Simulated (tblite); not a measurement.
# C6H11BClN: the cost of one run

Programs: tblite 0.8.0 and PySCF 2.14.0, with density-fitted response routines of our own. Each step states its level of theory. These are calculated values for one molecule in the gas phase, unless marked as measured. Atoms are numbered from 0 throughout.

**1. The molecule as given**

20 atoms, charge 0, multiplicity 1; geometry from: force field or distance geometry start.

Bonds of the start (Å): C0–C1 1.33, C1–C2 1.48, C2–C3 1.50, C3–C4 1.48, C4–C5 1.48, C5–N6 1.46, N6–B7 1.53, B7–Cl8 1.86, C4–C2 1.51, C0–H9 1.09, C0–H10 1.08, C1–H11 1.11, C2–H12 1.09, C3–H13 1.13, C3–H14 1.11, C4–H15 1.11, C5–H16 1.13, C5–H17 1.10, N6–H18 1.04, B7–H19 1.20.

**2. Relaxing the molecule with GFN2-xTB**

What the job is given:

```
{"job": {"kind": "relax", "xc": "GFN2-xTB", "basis": "xTB"}, "charge": 0, "multiplicity": 1}
C     -2.471800     1.877800    -0.167400
C     -1.953600     0.694300     0.138300
C     -1.451100    -0.202800    -0.929600
C     -1.042800    -1.603500    -0.590600
C     -0.001400    -0.612000    -0.940400
C      0.938200    -0.011600     0.040100
N      2.249000    -0.595300    -0.228800
B      3.303300    -0.055200     0.732800
Cl     4.817100     0.659000    -0.077400
H     -2.847800     2.544700     0.613500
H     -2.518200     2.111900    -1.225100
H     -1.879200     0.371400     1.201800
H     -1.880100     0.003200    -1.914200
H     -1.352400    -2.355000    -1.373400
H     -1.106700    -1.976400     0.450400
H      0.409700    -0.736600    -1.964400
H      1.034600     1.081900    -0.235000
H      0.634100    -0.109800     1.090600
H      2.224300    -1.637000    -0.240800
H      2.889600     0.561600     1.674400
```

Started as:

```bash
$ OMP_NUM_THREADS=1 python probes_run.py task.json out
```

The driver reads the jobs from task.json and runs them one after another.

Q: Estimate the wall time of this first job on 1 thread of Arm Neoverse N1, shared host.

About 2.2 s.
